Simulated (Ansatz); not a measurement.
# AlNH3OF (SMILES [NH2][Al]([OH])[F]): PBE-QIDH/cc-pVDZ

What is the energy change on altering one bond length of AlNH3OF at PBE-QIDH/cc-pVDZ? 

Program for the calculation: Ansatz 0.2.0.

124 further runs of the same task are left out: 124 set aside as unsound or not needed.

## (1) The molecule

The species is AlNH3OF (7 atoms), meant as a singlet with charge 0. SMILES: `[NH2][Al]([OH])[F]`. The coordinates come from a PBE0-D4/def2-TZVP relaxation. This is one conformer, not always the lowest.

Bond lengths: N1–Al2 1.755 Å, Al2–O3 1.685 Å, Al2–F4 1.644 Å, N1–H5 1.006 Å, N1–H6 1.006 Å, O3–H7 0.954 Å. Angles: N1–Al2–O3 124.9°, N1–Al2–F4 118.1°, O3–Al2–F4 117.0°, Al2–N1–H5 123.7°, Al2–N1–H6 125.7°, Al2–O3–H7 124.9°, H5–N1–H6 110.6°.

## (2) A single-point energy at PBE-QIDH/cc-pVDZ

Input file run.yaml:

```yaml
crystal:
  periodic: [false, false, false]
  atoms:
    - {symbol: "N", position_ang: [-0.569800, 0.926800, -0.530800]}
    - {symbol: Al, position_ang: [-0.133300, -0.630000, 0.151800]}
    - {symbol: O, position_ang: [1.368400, -1.004200, 0.819000]}
    - {symbol: F, position_ang: [-1.265600, -1.822100, 0.146500]}
    - {symbol: H, position_ang: [-1.473200, 1.130200, -0.925100]}
    - {symbol: H, position_ang: [0.029600, 1.732300, -0.586700]}
    - {symbol: H, position_ang: [2.105200, -0.401000, 0.879500]}
basis:
  gaussian: {orbitals: cc-pVDZ}
hamiltonian: {xc: {name: PBE-QIDH}}
correlation: {frozen_orbitals: {Al: 5, F: 1, H: 0, "N": 1, O: 1}}
accuracy: high
output: {orbitals: {seedname: orbitals}}
```

Started as:

```bash
$ ansatz run run.yaml --threads 1 --pin off --max-ram 2610MiB --events-out events.jsonl --progress --plain --runs-dir runs
```

What it wrote:

```text
Warning: RAYON_NUM_THREADS=1 ignored (pool sized by the plan → 1); use --threads N
Functional definition: PBE-QIDH
  name "PBE-QIDH"
  parameter a = 3^(-1/3)
  parameter c = 1/3
  exchange = (1 - a)*pbe_x + a*exact_x
  correlation = (1 - c)*pbe_c + c*(mp2_os + mp2_ss)
1649 factors; integrals over basis functions are off by at most 3.7e-9 eV
mean field evaluation 1: about -12877.5107 eV, gradient 5.8e1 eV
mean field evaluation 2: about -12877.5538 eV, gradient 5.8e1 eV
mean field evaluation 4: about -12883.5989 eV, gradient 2.2e0 eV
mean field evaluation 8: about -12883.6236 eV, gradient 4.8e-2 eV
mean field evaluation 16: about -12883.6236 eV, gradient 5.2e-6 eV
mean field -12883.62360119 eV, -473.4644345100 hartree, gradient 2.1e-8 eV, S^2 0.000000; 0 other end points of the search recorded, 0 dependent functions left out
8 core orbitals not correlated: weight in the atoms' cores, before any rotation towards them, 1.000 or more for the frozen orbitals, at most 0.000 for the correlated occupied ones
reference -12883.62360245 eV, -473.4644345562 hartree; 12, 12 occupied and 55, 55 virtual orbitals, 1649 factors
second order -18.56099329 eV of doubles, -0.00000000 eV of singles
Total energy: -12889.81060021 eV, -473.6918025303 hartree
```

Run time: 7.8 s. Hardware: 1 thread of Arm Neoverse V1, shared host; peak memory 0.22 GiB.

## (3) The distorted shape at the same level

Input file run.yaml:

```yaml
crystal:
  periodic: [false, false, false]
  atoms:
    - {symbol: "N", position_ang: [-0.230108, 1.284432, -0.529210]}
    - {symbol: Al, position_ang: [0.206392, -0.272368, 0.153390]}
    - {symbol: O, position_ang: [1.708092, -0.646568, 0.820590]}
    - {symbol: F, position_ang: [-1.265600, -1.822100, 0.146500]}
    - {symbol: H, position_ang: [-1.133508, 1.487832, -0.923510]}
    - {symbol: H, position_ang: [0.369292, 2.089932, -0.585110]}
    - {symbol: H, position_ang: [2.444892, -0.043368, 0.881090]}
basis:
  gaussian:
    orbitals: cc-pVDZ
total_charge: 0
hamiltonian:
  xc: {name: PBE-QIDH}
correlation:
  frozen_orbitals: {Al: 5, F: 1, H: 0, "N": 1, O: 1}
accuracy: high
output:
  orbitals: {seedname: orbitals}
```

Started as:

```bash
$ ansatz run run.yaml --threads 1 --pin off --max-ram 2610MiB --events-out events.jsonl --progress --plain --runs-dir runs
```

What it wrote (excerpt; [...] marks lines left out):

```text
Warning: RAYON_NUM_THREADS=1 ignored (pool sized by the plan → 1); use --threads N
Functional definition: PBE-QIDH
  name "PBE-QIDH"
[...]
1631 factors; integrals over basis functions are off by at most 6.4e-9 eV
[...]
mean field -12881.93154071 eV, -473.4022524344 hartree, gradient 2.5e-8 eV, S^2 0.000000; 0 other end points of the search recorded, 0 dependent functions left out
8 core orbitals not correlated: weight in the atoms' cores, before any rotation towards them, 1.000 or more for the frozen orbitals, at most 0.000 for the correlated occupied ones
reference -12881.93154195 eV, -473.4022524800 hartree; 12, 12 occupied and 55, 55 virtual orbitals, 1631 factors
second order -18.91762715 eV of doubles, -0.00000000 eV of singles
Total energy: -12888.23741767 eV, -473.6339891383 hartree
```

Wall time 7.8 s (1 thread of Arm Neoverse V1, shared host); peak memory 0.22 GiB.

## (4) Outcome

Level: PBE-QIDH/cc-pVDZ, 8 core orbitals frozen.

```
                                                          quantity          value
                                         first shape: total energy  -473.69180 Eh
                    first shape: HOMO energy (SCF part's orbitals)       -9.93 eV
                    first shape: LUMO energy (SCF part's orbitals)        1.63 eV
                  first shape: HOMO–LUMO gap (SCF part's orbitals)       11.56 eV
                                     distorted shape: total energy  -473.63399 Eh
                distorted shape: HOMO energy (SCF part's orbitals)      -10.44 eV
                distorted shape: LUMO energy (SCF part's orbitals)        0.65 eV
              distorted shape: HOMO–LUMO gap (SCF part's orbitals)       11.09 eV
energy change with the Al2–F4 bond stretched from 1.644 to 2.137 Å       1.573 eV
```

**Reading.** With the Al2–F4 bond stretched from 1.644 to 2.137 Å the energy rises by 1.57 eV (152 kJ/mol). The first shape isn't relaxed at this level, so the change isn't measured from a minimum.
